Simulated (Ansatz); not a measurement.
# CH₅ClGeOSi: one species, many methods

How much do the methods differ for CH₅ClGeOSi? The plan is to run it at one geometry with functionals of several rungs and with coupled cluster, and see how far each lands from CCSD(T) at the basis-set limit for the atomisation energy.

Method: functionals in def2-TZVPP, the program's frozen cores in correlated methods; program: Ansatz 0.2.0, Gaussian basis.

Plan: PBE-D4, r2SCAN-D4, PBE0-D4, B3LYP-D4, ωB97X-V, ωB97M-V, B2PLYP; CCSD(T)/def2-TZVPP; MP2/def2-QZVPP; extrapolation to the limit.

**1. The relaxed structure**

An earlier PBE0-D4 in a triple-zeta def2 set relaxation fixed the geometry.

SMILES `[SiH3][C@H]1[O][Ge@@H]1[Cl]`, 10 atoms, charge 0, spin multiplicity 1.

Atoms are counted from 1 here; the program's logs count them from 0.

Bond lengths: Si1–C2 1.872 Å, Si1–H6 1.486 Å, Si1–H7 1.487 Å, Si1–H8 1.487 Å, C2–O3 1.465 Å, C2–Ge4 1.895 Å, C2–H9 1.093 Å, O3–Ge4 1.805 Å, Ge4–Cl5 2.129 Å, Ge4–H10 1.520 Å. Angles: C2–Si1–H6 110.7°, C2–Si1–H7 108.9°, C2–Si1–H8 108.8°, H6–Si1–H7 109.7°, H6–Si1–H8 109.1°, H7–Si1–H8 109.7°, Si1–C2–O3 115.7°, Si1–C2–Ge4 122.2°, Si1–C2–H9 117.2°, O3–C2–Ge4 63.5°, O3–C2–H9 113.0°, Ge4–C2–H9 113.8°, C2–O3–Ge4 70.0°, C2–Ge4–O3 46.6°, C2–Ge4–Cl5 119.6°, C2–Ge4–H10 129.0°, O3–Ge4–Cl5 113.0°, O3–Ge4–H10 115.4° and more.

**2. PBE-D4 (GGA)**

Contents of in.yaml:

```yaml
crystal:
  periodic: [false, false, false]
  atoms:
    - {symbol: Si, position_ang: [-0.787814, -0.203469, 1.435723]}
    - {symbol: C, position_ang: [0.176779, 0.630957, 0.065322]}
    - {symbol: O, position_ang: [1.558907, 0.177807, -0.105579]}
    - {symbol: Ge, position_ang: [0.583413, -0.248510, -1.563231]}
    - {symbol: Cl, position_ang: [1.106204, 0.899879, -3.278251]}
    - {symbol: H, position_ang: [-0.203508, 0.123716, 2.762730]}
    - {symbol: H, position_ang: [-2.199421, 0.260443, 1.382854]}
    - {symbol: H, position_ang: [-0.736623, -1.675089, 1.230875]}
    - {symbol: H, position_ang: [0.067534, 1.713949, -0.034440]}
    - {symbol: H, position_ang: [0.517430, -1.730885, -1.893103]}
basis:
  gaussian: {orbitals: def2-TZVPP}
hamiltonian: {xc: pbe, dispersion: d4}
output: {forces: true, orbitals: {seedname: orbitals}}
```

Run with:

```bash
> ansatz run in.yaml --threads 4 --pin off --events-out ev --progress --plain --max-ram 10444MiB
```

The runs that follow: r2SCAN-D4 (meta-GGA); PBE0-D4 (hybrid); B3LYP-D4 (hybrid); ωB97X-V (range-separated); ωB97M-V (range-separated); B2PLYP (double hybrid); CCSD(T) in def2-TZVPP; MP2 in def2-QZVPP.

Before running them: what should the planned runs give, taken together? Wanted: atomisation energy, CCSD(T)/CBS; farthest; mean size of error, hybrid; mean size of error, range-separated; gap, smallest and largest; T1 diagnostic; triples share of the correlation energy.

The runs gave:

| quantity | value |
| --- | --- |
| atomisation energy, CCSD(T)/CBS | 3207.8 kJ/mol |
| functionals within 32.1 kJ/mol (1.0 %) | r2SCAN-D4, PBE0-D4, ωB97X-V, ωB97M-V |
| farthest | B2PLYP (-66.9 kJ/mol) |
| mean size of error, hybrid | 37.1 kJ/mol |
| mean size of error, range-separated | 13.1 kJ/mol |
| gap, smallest and largest | 4.09 eV (PBE-D4), 10.52 eV (ωB97X-V) |
| T1 diagnostic | 0.0135 |
| triples share of the correlation energy | 4.2 % |

PBE-D4 is off by +34.8 kJ/mol. Double hybrids carry the basis error of their MP2 part in triple zeta, and no dispersion term here, so their miss is partly the set-up's. Misses under about 32.1 kJ/mol are within the doubt on the reference itself, which lacks core-valence correlation, relativity and higher excitations, and its outer-core shells are covered unevenly. Hartree-Fock recovers 69 % of the binding; the rest is correlation. The gap grows from 4.1 to 10.5 eV across the functionals, mostly with the share of exact exchange. Correlated methods include outer-core shells of Ge, which these sets cover unevenly.
